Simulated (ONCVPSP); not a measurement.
# An ONCV potential for I, from input to tests

Aim: build the potential from the settings below, then test how well it stands in for the atom: other configurations, scattering, ghost states and the plane-wave cutoff that it needs.

The numbers are computed with ONCVPSP 4.0.1.1 (patched build) (PBE, scalar-relativistic, spin-unpolarised reference atom).

### 1 Starting point

The settings as typed:

* element: iodine (I, Z = 53)
* type: optimised norm-conserving Vanderbilt (ONCV)
* frozen core: [Ar] 3d10
* valence charge: 25
* reference configuration: 4s2 4p6 4d10 5s2 5p5
* partial waves: 4s+5s: rc 1.30 bohr, ncon 4, nbas 8, qcut 17.7 1/bohr, 2 projectors; 4p+5p: rc 1.05 bohr, ncon 4, nbas 8, qcut 11.8 1/bohr, 2 projectors; 4d: rc 1.30 bohr, ncon 4, nbas 9, qcut 11.9 1/bohr, 1 projector
* local potential: polynomial inside 0.90 bohr (lpopt 1, dvloc0 0 Ha)
* core correction: Teter function, fcfact 1.75, rcfact 1.45

### 2 Generating the potential

I.dat reads:

```
# ATOM AND REFERENCE CONFIGURATION
# atsym  z   nc   nv     iexc    psfile
  I 53.00    6    5        4      upf
#
#   n    l    f
    1    0    2.00
    2    0    2.00
    2    1    6.00
    3    0    2.00
    3    1    6.00
    3    2   10.00
    4    0    2.00
    4    1    6.00
    4    2   10.00
    5    0    2.00
    5    1    5.00
#
# PSEUDOPOTENTIAL AND OPTIMIZATION
# lmax
    2
#
#   l,   rc,      ep,       ncon, nbas, qcut
    0    1.30    0.00    4    8   17.70
    1    1.05    0.00    4    8   11.80
    2    1.30    0.00    4    9   11.90
#
# LOCAL POTENTIAL
# lloc, lpopt,  rc(5),   dvloc0
    4    1    0.90    0.00
#
# VANDERBILT-KLEINMAN-BYLANDER PROJECTORs
# l, nproj, debl
    0    2    2.50
    1    2    2.50
    2    1    0.60
#
# MODEL CORE CHARGE
# icmod, fcfact, rcfact
    3    1.75    1.45
#
# LOG DERIVATIVE ANALYSIS
# epsh1, epsh2, depsh
   -8.00    5.00    0.04
#
# OUTPUT GRID
# rlmax, drl
    6.00    0.01
#
# TEST CONFIGURATIONS
# ncnf
    4
# nvcnf
#   n    l    f
    5
    4    0    2.00
    4    1    6.00
    4    2   10.00
    5    0    2.00
    5    1    4.00
#
    5
    4    0    2.00
    4    1    6.00
    4    2   10.00
    5    0    2.00
    5    1    3.00
#
    5
    4    0    2.00
    4    1    6.00
    4    2   10.00
    5    0    2.00
    5    1    2.00
#
    5
    4    0    2.00
    4    1    6.00
    4    2    9.00
    5    0    2.00
    5    1    5.00
#
```

Run with:

```console
$ oncvpsp.x < I.dat > I.out
```

What does the calculation give? Wanted: cutoffs for 1 and 0.1 mHa per electron, occupied waves; bound ghosts; GHOST(+) flags; largest test error; largest phase difference near zero energy, channels read; rms error of d²Exc/dn², without and with the model core.

**Answer**, as computed:

| quantity | value |
| --- | --- |
| cutoffs for 1 and 0.1 mHa per electron, occupied waves | 84 Ha and 95 Ha |
| bound ghosts | s at -614.06 eV |
| GHOST(+) flags | none at low energy |
| largest test error (AE − PS) | -12 meV, for 4s2 4p6 4d10 5s2 5p2 |
| largest phase difference near zero energy, channels read | 0.000 rad |
| rms error of d²Exc/dn², without and with the model core | 5.26 and 1.33 mHa |

**Reading.** It has a bound ghost (s), a state that the atom doesn't have, and that rules the file out. By total energies transferability is good: the largest error is 12 meV on 60.3 eV, for 4s2 4p6 4d10 5s2 5p2. Atomic tests can pass in spite of a ghost, since they solve only for the levels asked. By its cutoff, 84 Ha for the looser tolerance, it is very hard. At the looser tolerance the 4s wave is the slowest; 4p needs 56 Ha. Near zero energy the phases of the channels with partial waves agree within 0.001 rad.
